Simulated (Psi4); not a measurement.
# One shape, several levels: BSiH3ClO (SMILES [SiH3]O[B]Cl)

We compute a comparison of 5 runs (UHF/STO-3G, UB3LYP/6-31G*, U-wB97X-V/cc-pVDZ, UHSE06/cc-pVDZ) of BSiH3ClO. 

The calculation is run with Psi4 1.11.

2 further runs of the same task are left out: 2 set aside as unsound or not needed.

## (1) Starting point

BSiH3ClO has 7 atoms, charge 0, and is taken as a doublet. As SMILES, `[SiH3]O[B]Cl`. The B3–Cl4 distance was set to 2.271 Å, away from the relaxed value.

Bond lengths: Si1–O2 1.667 Å, O2–B3 1.324 Å, Si1–H5 1.480 Å, Si1–H6 1.482 Å, Si1–H7 1.480 Å. Angles: Si1–O2–B3 133.9°, O2–Si1–H5 107.1°, O2–Si1–H6 109.9°, O2–Si1–H7 107.2°, H5–Si1–H6 110.9°, H5–Si1–H7 110.6°, H6–Si1–H7 110.9°. A long bond or contact: B3–Cl4 2.271 Å.

## (2) Energy and forces at UHF/STO-3G (run 1)

job.in reads:

```
memory 2200 mb

molecule molecule1 {
  0 2
  Si    -0.677643     1.253824     0.561556
  O     -0.059743    -0.169976    -0.046844
  B      1.151557    -0.563676    -0.409844
  Cl     1.605000    -2.636800    -1.219100
  H     -1.305943     0.935224     1.862856
  H      0.410957     2.245024     0.727956
  H     -1.690943     1.738824    -0.401644
  symmetry c1
  no_reorient
  no_com
}

set reference uhf
set puream true
set e_convergence 1e-09
set d_convergence 1e-08
set scf_type pk
set maxiter 100

E, wfn = gradient("scf/STO-3G", return_wfn=True)
oeprop(wfn, "MAYER_INDICES", "MULLIKEN_CHARGES", "QUADRUPOLE")
print_variables()
```

Launch:

```console
$ psi4 -n 1 job.in job.out
```

job.out:

```text
[...]
  Running in c1 symmetry.
[...]
  Nuclear repulsion =  161.107110715027261
[...]
  Multiplicity = 2
[...]
  Nalpha       = 24
  Nbeta        = 23
[...]
    Number of basis functions: 31
[...]
   @UHF iter   1:  -840.06116735671696   -2.65388e+00   8.68656e-03 ADIIS/DIIS
[...]
   @UHF iter  16:  -840.15240588554536   -1.13687e-12   4.16036e-09 DIIS
[...]
   @S^2 Observed:                7.774093227E-01
[...]
  @UHF Final Energy:  -840.15240588554536
   => Energetics <=
    Nuclear Repulsion Energy =            161.1071107150272610
    One-Electron Energy =               -1487.1812555004237311
    Two-Electron Energy =                 485.9217388998512206
    Total Energy =                       -840.1524058855453632
  UHF NO Occupations:
  HONO-2 :   22  A 1.9979175
  HONO-1 :   23  A 1.9884965
[...]
  -Total Gradient:
     Atom            X                  Y                   Z
    ------   -----------------  -----------------  -----------------
       1        0.019846530699    -0.035004488070    -0.015925174065
       2       -0.069077019531     0.035956663726     0.025473691339
       3        0.041961723362     0.046536238246     0.008462480059
       4        0.021089236761    -0.073835142574    -0.029745764512
       5       -0.013864243662    -0.005773288926     0.026598274073
       6        0.021664882349     0.021675011931     0.004011047499
       7       -0.021621109993     0.010445005644    -0.018874554393
[...]
 Multipole Moments:
 ------------------------------------------------------------------------------------
     Multipole            Electronic (a.u.)      Nuclear  (a.u.)        Total (a.u.)
 ------------------------------------------------------------------------------------
 L = 1.  Multiply by 2.5417464519 to convert [e a0] to [Debye]
 Dipole X            :        -39.6751834           38.7240977           -0.9510857
 Dipole Y            :         52.5328239          -50.1366640            2.3961599
 Dipole Z            :         25.7633209          -24.7511037            1.0122172
 Magnitude           :                                                    2.7696082
 L = 2.  Multiply by 1.3450342976 to convert [e a0^2] to [Debye ang]
 Quadrupole XX       :       -248.6760200          220.0270810          -28.6489389
 Quadrupole XY       :        327.3787636         -322.2650253            5.1137382
[...]
```

It took 3.6 s on 1 thread of Intel Xeon Platinum 8259CL at 2.50GHz (Skylake/Cascade Lake), shared host; peak memory 0.18 GiB.

## (3) Energy and forces at UB3LYP/6-31G(d) (spherical functions) (run 2)

input.dat reads:

```
memory 2.2 GB

molecule system {
  0 2
  Si    -0.677643     1.253824     0.561556
  O     -0.059743    -0.169976    -0.046844
  B      1.151557    -0.563676    -0.409844
  Cl     1.605000    -2.636800    -1.219100
  H     -1.305943     0.935224     1.862856
  H      0.410957     2.245024     0.727956
  H     -1.690943     1.738824    -0.401644
  units angstrom
  symmetry c1
  no_reorient
  no_com
}

set {
  reference uks
  puream true
  e_convergence 1e-09
  d_convergence 1e-08
  scf_type pk
  dft_radial_points 99
  dft_spherical_points 590
  maxiter 100
}

E, wfn = gradient("b3lyp/6-31G*", return_wfn=True)
oeprop(wfn, "LOWDIN_CHARGES", "MULLIKEN_CHARGES", "MAYER_INDICES", title="B3LYP")
```

Launch:

```console
$ psi4 -n 1 input.dat output.dat
```

output.dat:

```text
[...]
  Running in c1 symmetry.
[...]
  Nuclear repulsion =  161.107110715027261
[...]
  Multiplicity = 2
[...]
  Nalpha       = 24
  Nbeta        = 23
[...]
    Number of basis functions: 70
[...]
   @UKS iter   1:  -851.39825298301241   -5.51729e-01   8.98722e-03 ADIIS/DIIS
[...]
   @UKS iter  14:  -851.57031502000382   -6.82121e-13   3.19043e-09 DIIS
[...]
   @S^2 Observed:                7.566433709E-01
[...]
  @UKS Final Energy:  -851.57031502000382
   => Energetics <=
    Nuclear Repulsion Energy =            161.1071107150272610
    One-Electron Energy =               -1495.2460275617872867
    Two-Electron Energy =                 533.3031584196814947
    DFT Exchange-Correlation Energy =     -50.7345565929254292
    Empirical Dispersion Energy =           0.0000000000000000
    VV10 Nonlocal Energy =                  0.0000000000000000
    Total Energy =                       -851.5703150200038181
[...]
 Multipole Moments:
 ------------------------------------------------------------------------------------
     Multipole            Electronic (a.u.)      Nuclear  (a.u.)        Total (a.u.)
 ------------------------------------------------------------------------------------
 L = 1.  Multiply by 2.5417464519 to convert [e a0] to [Debye]
 Dipole X            :        -39.5645702           38.7240977           -0.8404725
 Dipole Y            :         51.9264669          -50.1366640            1.7898029
 Dipole Z            :         25.5312772          -24.7511037            0.7801735
 Magnitude           :                                                    2.1256667
[...]
  -Total Gradient:
     Atom            X                  Y                   Z
    ------   -----------------  -----------------  -----------------
       1        0.011692428414    -0.018174040118    -0.008527206594
       2       -0.033856768717     0.025138383057     0.015094538963
       3        0.011583707515     0.038845042012     0.011408789629
       4        0.012001859633    -0.046769762879    -0.018586976432
       5       -0.000552738556     0.000131939922     0.000332061502
       6       -0.000272250745     0.000545652954     0.000244120006
       7       -0.000605242899     0.000280679785     0.000036222320
[...]
```

Wall time 32 s (1 thread of Intel Xeon Platinum 8259CL at 2.50GHz (Skylake/Cascade Lake), shared host); peak memory 0.88 GiB.

## (4) A single-point energy at UB3LYP/6-31G(d) (Cartesian functions) (run 3)

run.py reads:

```python
import psi4

psi4.set_memory(2200000000)
psi4.set_num_threads(1)
psi4.core.set_output_file('bclh3osi.out', False)

m = psi4.geometry("""
0 2
Si
O 1 1.667081
B 2 1.324393 1 133.86115
Cl 3 2.2712 2 123.47715 1 -179.80489
H 1 1.479746 2 107.12332 3 -121.62942
H 1 1.481626 5 110.93089 2 -119.91879
H 1 1.479782 5 110.62371 6 -123.52434
symmetry c1
""")

options = {'basis': '6-31G*', 'reference': 'uks', 'puream': False, 'e_convergence': 1e-09, 'd_convergence': 1e-08, 'scf_type': 'pk', 'dft_radial_points': 99, 'dft_spherical_points': 590, 'maxiter': 100}
psi4.set_options(options)

energy_value, wavefunction = psi4.energy("b3lyp", molecule=m, return_wfn=True)
psi4.oeprop(wavefunction, "QUADRUPOLE", "LOWDIN_CHARGES", "WIBERG_LOWDIN_INDICES", title="B3LYP")
print(f'b3lyp energy: {energy_value:.10f} Eh')
for k, v in sorted(psi4.core.scalar_variables().items()):
    print(f'{k:45s} {v:18.10f}')
```

Launch:

```console
$ python run.py
```

bclh3osi.out:

```text
[...]
  Running in c1 symmetry.
[...]
  Nuclear repulsion =  161.107089948433810
[...]
  Multiplicity = 2
[...]
  Nalpha       = 24
  Nbeta        = 23
[...]
    Number of basis functions: 74
[...]
   @UKS iter   1:  -851.40368841191685   -5.53944e-01   8.64540e-03 DIIS/ADIIS
[...]
   @UKS iter  14:  -851.57687431021577   -5.68434e-13   3.21929e-09 DIIS
[...]
   @S^2 Observed:                7.566589962E-01
[...]
    Orbital Energies [Eh]
    ---------------------
    Alpha Occupied:
       1A   -101.512958     2A    -66.200462     3A    -19.236125
       4A     -9.426242     5A     -7.191158     6A     -7.181199
       7A     -7.180861     8A     -6.895623     9A     -5.349610
      10A     -3.710631    11A     -3.706670    12A     -3.706529
      13A     -1.087512    14A     -0.766896    15A     -0.646999
      16A     -0.525365    17A     -0.469441    18A     -0.462591
      19A     -0.386792    20A     -0.379768    21A     -0.374401
      22A     -0.288257    23A     -0.288255    24A     -0.247014
    Alpha Virtual:
      25A     -0.052097    26A     -0.021368    27A     -0.002208
[...]
  @UKS Final Energy:  -851.57687431021577
   => Energetics <=
    Nuclear Repulsion Energy =            161.1070899484338099
    One-Electron Energy =               -1495.1291547877490302
    Two-Electron Energy =                 533.1440464151739889
    DFT Exchange-Correlation Energy =     -50.6988558860746465
    Empirical Dispersion Energy =           0.0000000000000000
    VV10 Nonlocal Energy =                  0.0000000000000000
    Total Energy =                       -851.5768743102157714
[...]
 Multipole Moments:
 ------------------------------------------------------------------------------------
     Multipole            Electronic (a.u.)      Nuclear  (a.u.)        Total (a.u.)
 ------------------------------------------------------------------------------------
 L = 1.  Multiply by 2.5417464519 to convert [e a0] to [Debye]
 Dipole X            :         -0.0053711            0.0085803            0.0032092
 Dipole Y            :         -1.7041776            1.7618506            0.0576730
 Dipole Z            :          8.3563504          -10.4782949           -2.1219445
 Magnitude           :                                                    2.1227305
 L = 2.  Multiply by 1.3450342976 to convert [e a0^2] to [Debye ang]
 Quadrupole XX       :        -38.7939016           10.5754425          -28.2184591
 Quadrupole XY       :         -0.0972336            0.0974291            0.0001955
[...]
```

The script printed:

```text
b3lyp energy: -851.5768743102 Eh
CURRENT ENERGY                                   -851.5768743102
CURRENT REFERENCE ENERGY                         -851.5768743102
DD SOLVATION ENERGY                                 0.0000000000
DFT FUNCTIONAL TOTAL ENERGY                      -851.5768743102
DFT TOTAL ENERGY                                 -851.5768743102
DFT VV10 ENERGY                                     0.0000000000
DFT XC ENERGY                                     -50.6988558861
GRID ELECTRONS ALPHA                               24.0000000225
GRID ELECTRONS BETA                                23.0000001742
GRID ELECTRONS TOTAL                               47.0000001967
NUCLEAR REPULSION ENERGY                          161.1070899484
ONE-ELECTRON ENERGY                             -1495.1291547877
PCM POLARIZATION ENERGY                             0.0000000000
PE ENERGY                                           0.0000000000
SCF ITERATION ENERGY                             -851.5768743102
SCF ITERATIONS                                     14.0000000000
SCF TOTAL ENERGY                                 -851.5768743102
TWO-ELECTRON ENERGY                               533.1440464152
XC GRID RADIAL POINTS                              99.0000000000
XC GRID SPHERICAL POINTS                          590.0000000000
XC GRID TOTAL POINTS                           387688.0000000000
```

Wall time 27 s (1 thread of Intel Xeon Platinum 8259CL at 2.50GHz (Skylake/Cascade Lake), shared host); peak memory 0.93 GiB.

Run 4 isn't shown in full; the table further down has it.

## (5) The energy at UHSE06/cc-pVDZ (run 5)

bclh3osi.in reads:

```
memory 2200 MB

molecule geom {
  0 2
  Si    -0.677643     1.253824     0.561556
  O     -0.059743    -0.169976    -0.046844
  B      1.151557    -0.563676    -0.409844
  Cl     1.605000    -2.636800    -1.219100
  H     -1.305943     0.935224     1.862856
  H      0.410957     2.245024     0.727956
  H     -1.690943     1.738824    -0.401644
  symmetry c1
}

set reference uks
set puream true
set e_convergence 1e-09
set d_convergence 1e-08
set scf_type pk
set dft_radial_points 99
set dft_spherical_points 590
set maxiter 100

result, w = energy('hse06/cc-pVDZ', return_wfn=True)
oeprop(w, 'QUADRUPOLE', 'MAYER_INDICES', 'DIPOLE')
```

Launch:

```console
$ psi4 -n 1 bclh3osi.in bclh3osi.out
```

bclh3osi.out:

```text
[...]
  Running in c1 symmetry.
[...]
  Nuclear repulsion =  161.107110715027261
[...]
  Multiplicity = 2
[...]
  Nalpha       = 24
  Nbeta        = 23
[...]
    Number of basis functions: 79
[...]
   @UKS iter   1:  -851.08077655132797   -5.16467e-01   7.45085e-03 ADIIS/DIIS
[...]
   @UKS iter  14:  -851.22404542353911   -2.04636e-12   3.12842e-09 DIIS
[...]
   @S^2 Observed:                7.584631720E-01
[...]
    Orbital Energies [Eh]
    ---------------------
    Alpha Occupied:
       1A   -101.674070     2A    -66.327868     3A    -19.287037
       4A     -9.479389     5A     -7.213563     6A     -7.203389
       7A     -7.203026     8A     -6.923241     9A     -5.389976
      10A     -3.726479    11A     -3.721953    12A     -3.721845
      13A     -1.104101    14A     -0.772350    15A     -0.652272
      16A     -0.525279    17A     -0.469537    18A     -0.463372
      19A     -0.386010    20A     -0.372678    21A     -0.367771
      22A     -0.285099    23A     -0.285009    24A     -0.245942
    Alpha Virtual:
      25A     -0.066329    26A     -0.026679    27A     -0.012008
[...]
  @UKS Final Energy:  -851.22404542353911
   => Energetics <=
    Nuclear Repulsion Energy =            161.1071107150272610
    One-Electron Energy =               -1495.1222449753531691
    Two-Electron Energy =                 530.7824369638477719
    DFT Exchange-Correlation Energy =     -47.9913481270611157
    Empirical Dispersion Energy =           0.0000000000000000
    VV10 Nonlocal Energy =                  0.0000000000000000
    Total Energy =                       -851.2240454235391098
[...]
 Multipole Moments:
 ------------------------------------------------------------------------------------
     Multipole            Electronic (a.u.)      Nuclear  (a.u.)        Total (a.u.)
 ------------------------------------------------------------------------------------
 L = 1.  Multiply by 2.5417464519 to convert [e a0] to [Debye]
 Dipole X            :          4.6289862           -5.4895836           -0.8605974
 Dipole Y            :         -6.5078248            8.2267213            1.7188964
 Dipole Z            :         -3.1248497            3.8838579            0.7590081
 Magnitude           :                                                    2.0667187
 L = 2.  Multiply by 1.3450342976 to convert [e a0^2] to [Debye ang]
 Quadrupole XX       :       -218.3010079          188.7628212          -29.5381867
 Quadrupole XY       :        282.0833348         -281.9174551            0.1658797
[...]
```

Run time: 89 s. Hardware: 1 thread of Intel Xeon Platinum 8259CL at 2.50GHz (Skylake/Cascade Lake), shared host; peak memory 1.2 GiB.

## (6) Overview of the runs

```csv
run,level,integration grid,task,energy (Eh),dipole moment (D),HOMO energy (eV),LUMO energy (eV),wall time
1,UHF/STO-3G,–,gradient,-840.152406,7.04,-7.52,5.20,3.6 s
2,UB3LYP/6-31G* (spherical functions),99 radial × 590 angular,gradient,-851.570315,5.40,-6.72,-3.35,32 s
3,UB3LYP/6-31G* (Cartesian functions),99 radial × 590 angular,energy,-851.576874,5.40,-6.72,-3.35,27 s
4,U-wB97X-V/cc-pVDZ,99 radial × 590 angular,energy,-851.423100,5.35,-9.30,-1.25,3.5 min
5,UHSE06/cc-pVDZ,99 radial × 590 angular,energy,-851.224045,5.25,-6.69,-3.45,89 s
```

## (7) What came out

```
                                 quantity          value
                      run 5: total energy  -851.22405 Eh
                     run 5: dipole moment         5.25 D
run 5: HOMO energy (highest over α and β)       -6.69 eV
 run 5: LUMO energy (lowest over α and β)       -3.45 eV
                              run 5: ⟨S²⟩          0.758
```

What this shows: The dipole moment (its size) runs from 5.25 D (UHSE06/cc-pVDZ) to 7.04 D (UHF/STO-3G). The two ends differ in method and basis. Totals of different functionals can't be ranked against each other. In run 1 the basis is minimal, so the values are rough. All runs together took 6.1 min, the longest 3.5 min.
